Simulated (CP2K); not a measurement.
**CH4Cl2OSi (SMILES OC(Cl)[SiH2]Cl): levels of theory compared**

We compute a comparison of 3 runs (AM1, PDG, GFN0-xTB) of CH4Cl2OSi. 

The calculation is run with CP2K 2026.2.

3 further runs of the same task are left out: 3 set aside as unsound or not needed.

## (1) The molecule

CH4Cl2OSi has 9 atoms, charge 0, and is taken as a singlet. As SMILES, `OC(Cl)[SiH2]Cl`. The shape is that of a GFN2-xTB optimisation. This is one conformer, not always the lowest.

Bond lengths: O1–C2 1.375 Å, C2–Cl3 1.830 Å, C2–Si4 1.928 Å, Si4–Cl5 2.004 Å, O1–H6 0.968 Å, C2–H7 1.090 Å, Si4–H8 1.460 Å, Si4–H9 1.454 Å. Some angles: O1–C2–Cl3 110.3°, O1–C2–Si4 114.8°, Cl3–C2–Si4 106.7°, C2–Si4–Cl5 105.6°, O1–C2–H7 106.4°, Cl3–C2–H7 104.6°, Si4–C2–H7 113.7°, C2–O1–H6 110.1°, C2–Si4–H8 107.7°, C2–Si4–H9 108.5°.

## (2) Energy and forces at AM1 (run 1)

Input file gas.inp:

```
&GLOBAL
 PROJECT gas
 RUN_TYPE ENERGY_FORCE
 PRINT_LEVEL MEDIUM
&END GLOBAL
&FORCE_EVAL
 METHOD Quickstep
 &DFT
  CHARGE 0
  MULTIPLICITY 1
  &QS
   METHOD AM1
   EPS_DEFAULT 1.0E-10
   &SE
    &COULOMB
     CUTOFF [angstrom] 50
     RC_RANGE [angstrom] 0
    &END COULOMB
    &EXCHANGE
     CUTOFF [angstrom] 50
     RC_RANGE [angstrom] 0
    &END EXCHANGE
   &END SE
  &END QS
  &POISSON
   PERIODIC NONE
   POISSON_SOLVER ANALYTIC
  &END POISSON
  &SCF
   SCF_GUESS ATOMIC
   EPS_SCF 1.0E-06
   MAX_SCF 40
   &OT ON
    MINIMIZER DIIS
    PRECONDITIONER FULL_ALL
    LINESEARCH GOLD
   &END OT
   &OUTER_SCF
    EPS_SCF 1.0E-06
    MAX_SCF 8
   &END OUTER_SCF
  &END SCF
  &PRINT
   &MOMENTS
    PERIODIC F
    REFERENCE COM
    MAX_MOMENT 1
   &END MOMENTS
   &MO_CUBES
    NLUMO 1
    NHOMO -1
    WRITE_CUBE F
   &END MO_CUBES
   &HIRSHFELD OFF
   &END HIRSHFELD
  &END PRINT
 &END DFT
 &SUBSYS
  &CELL
   ABC [angstrom] 11.7 11.9 11.5
   PERIODIC NONE
  &END CELL
  &COORD
   O      4.010680     5.546325     4.971670
   C      5.057930     5.107005     5.746670
   Cl     4.733990     5.461545     7.512820
   Si     6.763340     5.902745     5.326780
   Cl     6.443300     7.881305     5.300480
   H      3.985280     6.513645     4.965330
   H      5.054260     4.018695     5.680490
   H      7.140690     5.462285     3.987180
   H      7.714720     5.525735     6.359670
  &END COORD
 &END SUBSYS
 &PRINT
  &FORCES ON
  &END FORCES
 &END PRINT
&END FORCE_EVAL
```

Started as:

```bash
$ OMP_NUM_THREADS=1 cp2k.psmp -i gas.inp -o gas.out
```

The program printed:

```text
CP2K| version string:                                       CP2K version 2026.2
[...]
 GLOBAL| Method name                                                        CP2K
[...]
 GLOBAL| Run type                                                   ENERGY_FORCE
[...]
                             - Atoms:                                          9
[...]
                             - Spherical basis functions:                     24
[...]
 Number of electrons:                                                         32
[...]
     1 OT DIIS     0.15E+00    0.0     0.32162218       -44.6451580939 -4.46E+01
[...]
     5 OT DIIS     0.15E+00    0.0     0.00000096       -49.1188357350 -1.64E-09
  *** SCF run converged in     5 steps ***
  Core-core repulsion energy [eV]:                           2245.73695570649943
  Core Hamiltonian energy [eV]:                             -2175.81638144664385
  Two-electron integral energy [eV]:                        -2813.02413606155551
  Electronic energy [eV]:                                   -3582.32844947742160
  Total energy [eV]:                                        -1336.59149377092217
  Atomic reference energy [eV]:                              1332.14475063709938
  Heat of formation [kcal/mol]:                              -102.54434085825991
[...]
 SE_DIPOLE| Moment [Debye]         -1.94883453       0.64591795       1.33695894
 SE_DIPOLE| Derivative [a.u.]       0.00000000       0.00000000       0.00000000
 *** WARNING in qs_scf_post_se.F:140 :: Printing of MO cube files not ***
 *** implemented for Semi-Empirical method.                           ***
 ENERGY| Total FORCE_EVAL ( QS ) energy [hartree]            -49.118835735048620
 FORCES| Atomic forces [hartree/bohr]
 FORCES|   Atom     x               y               z               |f|
 FORCES|      1 -1.78059612E-02  5.95582285E-04 -1.53254219E-02   2.35005431E-02
 FORCES|      2  1.81174676E-02  2.15754927E-02  2.36654511E-02   3.67939954E-02
 FORCES|      3  7.49135885E-03 -2.64603713E-03 -1.56564173E-02   1.75569181E-02
 FORCES|      4 -1.33250571E-02 -1.63557920E-02  7.23614101E-03   2.23031571E-02
 FORCES|      5 -9.03465949E-04  1.82014490E-02 -7.47651367E-04   1.82391880E-02
 FORCES|      6  1.80088438E-03  1.69702706E-03  2.13104068E-03   3.26564232E-03
 FORCES|      7  2.00965717E-05 -1.89325537E-02 -1.52419835E-03   1.89938194E-02
 FORCES|      8  1.83022949E-03 -2.13926856E-03  1.10156177E-03   3.02318512E-03
 FORCES|      9  2.77444726E-03 -1.99589956E-03 -8.80505628E-04   3.52937144E-03
 FORCES| Sum    -3.33066907E-16 -4.99600361E-16 -3.46944695E-16
 FORCES| Total atomic force                                       6.93472932E-16
[...]
```

Run time: 1.7 s. Hardware: 1 thread of Intel Xeon Platinum 8488C (Sapphire Rapids), shared host; peak memory 0.18 GiB.

## (3) A single-point energy at PDG (run 2)

Input file run.inp:

```
&GLOBAL
    PROJECT_NAME run
    RUN_TYPE ENERGY
    PRINT_LEVEL MEDIUM
&END

&FORCE_EVAL
    METHOD QS
    &DFT
        &QS
            METHOD PDG
            EPS_DEFAULT 1.0E-10
            &SE
                &COULOMB
                    CUTOFF [angstrom] 50
                    RC_RANGE [angstrom] 0
                &END
                &EXCHANGE
                    CUTOFF [angstrom] 50
                    RC_RANGE [angstrom] 0
                &END
            &END
        &END
        &POISSON
            PERIODIC NONE
            POISSON_SOLVER ANALYTIC
        &END
        &SCF
            SCF_GUESS ATOMIC
            EPS_SCF 1.0E-07
            MAX_SCF 100
            ADDED_MOS 2
            &DIAGONALIZATION
                ALGORITHM STANDARD
            &END
            &MIXING
                METHOD DIRECT_P_MIXING
                ALPHA 0.4
            &END
        &END
        # extra output
        &PRINT
            &MOMENTS
                PERIODIC F
                REFERENCE COM
                MAX_MOMENT 1
            &END
            &MO ON
                ENERGIES T
                OCCUPATION_NUMBERS T
                NDIGITS 6
                &EACH
                    QS_SCF 0
                &END
                ADD_LAST NUMERIC
            &END
            &HIRSHFELD OFF
            &END
        &END
    &END
    # atoms, cell and kinds
    &SUBSYS
        &CELL
            ABC 15.7 15.9 15.5
            PERIODIC NONE
        &END
        &COORD
            UNIT bohr
            O     -3.1092420    -0.3154520    -1.0721172
            C     -1.1302263    -1.1456465     0.3924205
            Cl    -1.7423842    -0.4756630     3.7299603
            Si     2.0925315     0.3580842    -0.4010566
            Cl     1.4877436     4.0970207    -0.4507564
            H     -3.1572410     1.5125179    -1.0840981
            H     -1.1371616    -3.2022543     0.2673585
            H      2.8056197    -0.4742646    -2.9325337
            H      3.8903792    -0.3543614     1.5508226
        &END
        &TOPOLOGY
            &CENTER_COORDINATES
            &END
        &END
    &END
&END
```

Started as:

```bash
$ OMP_NUM_THREADS=1 cp2k.psmp -i run.inp > run.out 2>&1
```

The program printed:

```text
CP2K| version string:                                       CP2K version 2026.2
[...]
 GLOBAL| Method name                                                        CP2K
[...]
 GLOBAL| Run type                                                         ENERGY
[...]
                             - Atoms:                                          9
[...]
                             - Spherical basis functions:                     24
[...]
 Number of electrons:                                                         32
[...]
     1 P_Mix/Diag. 0.40E+00    0.0     0.81158171       -37.3236094594 -3.73E+01
[...]
    22 DIIS/Diag.  0.72E-07    0.0     0.00000009       -42.8520805177 -7.11E-14
  *** SCF run converged in    22 steps ***
  Core-core repulsion energy [eV]:                           2169.10767626583038
  Core Hamiltonian energy [eV]:                             -1800.29360548330078
  Two-electron integral energy [eV]:                        -3069.75696560552979
  Electronic energy [eV]:                                   -3335.17208828606590
  Total energy [eV]:                                        -1166.06441202023530
  Atomic reference energy [eV]:                              1162.61379863709931
  Heat of formation [kcal/mol]:                               -79.57304127575853
[...]
 SE_DIPOLE| Moment [Debye]         -2.15559952       1.52582832       1.63206103
 SE_DIPOLE| Derivative [a.u.]       0.00000000       0.00000000       0.00000000
 ENERGY| Total FORCE_EVAL ( QS ) energy [hartree]            -42.852080517738329
[...]
```

Run time: 1.2 s. Hardware: 1 thread of Intel Xeon Platinum 8488C (Sapphire Rapids), shared host; peak memory 0.18 GiB.

## (4) Energy and forces at GFN0-xTB (run 3)

Input file molecule.pdb:

```
HETATM    1 O    MOL A   1      -1.645  -0.167  -0.567  1.00  0.00           O
HETATM    2 C    MOL A   1      -0.598  -0.606   0.208  1.00  0.00           C
HETATM    3 Cl   MOL A   1      -0.922  -0.252   1.974  1.00  0.00          CL
HETATM    4 Si   MOL A   1       1.107   0.189  -0.212  1.00  0.00          SI
HETATM    5 Cl   MOL A   1       0.787   2.168  -0.239  1.00  0.00          CL
HETATM    6 H    MOL A   1      -1.671   0.800  -0.574  1.00  0.00           H
HETATM    7 H    MOL A   1      -0.602  -1.695   0.141  1.00  0.00           H
HETATM    8 H    MOL A   1       1.485  -0.251  -1.552  1.00  0.00           H
HETATM    9 H    MOL A   1       2.059  -0.188   0.821  1.00  0.00           H
END
```

Input file mol.inp:

```
&GLOBAL
    PROJECT_NAME mol
    RUN_TYPE ENERGY_FORCE
    PRINT_LEVEL MEDIUM
&END GLOBAL
&FORCE_EVAL
    METHOD QUICKSTEP
    &DFT
        &QS
            METHOD XTB
            EPS_DEFAULT 1.0E-10
            &XTB
                GFN_TYPE 0
                CHECK_ATOMIC_CHARGES F
            &END XTB
        &END QS
        &POISSON
            PERIODIC NONE
            POISSON_SOLVER ANALYTIC
        &END POISSON
        &SCF
            SCF_GUESS ATOMIC
            EPS_SCF 1.0E-06
            MAX_SCF 150
            ADDED_MOS 2
            &DIAGONALIZATION
                ALGORITHM STANDARD
            &END DIAGONALIZATION
            &MIXING
                METHOD DIRECT_P_MIXING
                ALPHA 0.4
            &END MIXING
        &END SCF
        &PRINT
            &MOMENTS
                PERIODIC F
                REFERENCE COM
                MAX_MOMENT 1
            &END MOMENTS
            &MO ON
                ENERGIES T
                OCCUPATION_NUMBERS T
                NDIGITS 6
                &EACH
                    QS_SCF 0
                &END EACH
                ADD_LAST NUMERIC
            &END MO
            &HIRSHFELD OFF
            &END HIRSHFELD
        &END PRINT
    &END DFT
    &SUBSYS
        &CELL
            ABC 13.7 13.9 13.5
            PERIODIC NONE
        &END CELL
        &TOPOLOGY
            COORD_FILE_NAME molecule.pdb
            COORD_FILE_FORMAT PDB
            CONN_FILE_FORMAT OFF
            &CENTER_COORDINATES
            &END CENTER_COORDINATES
        &END TOPOLOGY
    &END SUBSYS
    &PRINT
        &FORCES ON
        &END FORCES
    &END PRINT
&END FORCE_EVAL
```

Started as:

```bash
$ OMP_NUM_THREADS=1 cp2k.psmp mol.inp > mol.out
```

The program printed:

```text
CP2K| version string:                                       CP2K version 2026.2
[...]
 GLOBAL| Method name                                                        CP2K
[...]
 GLOBAL| Run type                                                   ENERGY_FORCE
[...]
                             - Atoms:                                          9
[...]
                             - Spherical basis functions:                     43
[...]
 Number of electrons:                                                         32
[...]
 TB_DIPOLE| Moment [Debye]          1.67443102      -0.96076272      -2.53812654
 TB_DIPOLE| Derivative [a.u.]       0.00000000       0.00000000       0.00000000
[...]
 ENERGY| Total FORCE_EVAL ( QS ) energy [hartree]            -18.013598464741364
 FORCES| Atomic forces [hartree/bohr]
 FORCES|   Atom     x               y               z               |f|
 FORCES|      1 -7.36916870E-03  5.01284766E-03 -4.60636524E-03   1.00325415E-02
 FORCES|      2  1.16680088E-02  2.12248122E-03 -2.40889178E-03   1.21016576E-02
 FORCES|      3  8.27885299E-04  2.28462427E-03  6.77144302E-03   7.19425761E-03
 FORCES|      4 -7.49626553E-03 -6.49541198E-03  1.61734081E-03   1.00498838E-02
 FORCES|      5  8.62401401E-04  4.80611791E-03  1.47517824E-04   4.88510666E-03
 FORCES|      6  2.86259406E-03 -4.58118087E-03 -2.71183968E-04   5.40880797E-03
 FORCES|      7  1.34149119E-03 -3.28926930E-03 -2.65047587E-03   4.43214547E-03
 FORCES|      8  1.46417446E-04 -4.32699203E-05  6.98053669E-03   6.98220616E-03
 FORCES|      9 -2.84336399E-03  1.83061008E-04 -5.57992149E-03   6.26528163E-03
 FORCES| Sum     1.43548368E-16  2.46140998E-16  9.45424294E-17
 FORCES| Total atomic force                                       3.00216248E-16
[...]
```

Run time: 1.2 s. Hardware: 1 thread of Intel Xeon Platinum 8488C (Sapphire Rapids), shared host; peak memory 0.18 GiB.

## (5) Overview of the runs

```tsv
run	level	task	SCF convergence threshold	energy (Eh)	dipole moment (D)	heat of formation (kcal/mol)	largest force (eV/Å)	wall time
1	AM1	gradient	1e-06	-49.118836	2.45	-102.5	1.892	1.7 s
2	PDG	energy	1e-07	-42.852081	3.10	-79.6	–	1.2 s
3	GFN0-xTB	gradient	1e-06	-18.013598	3.19	–	0.622	1.2 s
```

## (6) Results

```
                                        quantity         value
                             run 3: total energy  -18.01360 Eh
run 3: dipole moment (from atomic charges alone)        3.19 D
                              run 3: HOMO energy     -10.75 eV
                              run 3: LUMO energy      -6.45 eV
                            run 3: HOMO–LUMO gap       4.29 eV
                        run 3: dispersion energy  -7.96 kJ/mol
                 run 3: largest force on an atom    0.622 eV/Å
```

The dipole moment (its size) runs from 2.45 D (AM1) to 3.19 D (GFN0-xTB). Some of these are taken from atomic charges alone. Force-field and semi-empirical energies have zeros of their own, so their totals don't compare. All runs together took 4 s, the longest 1.7 s.
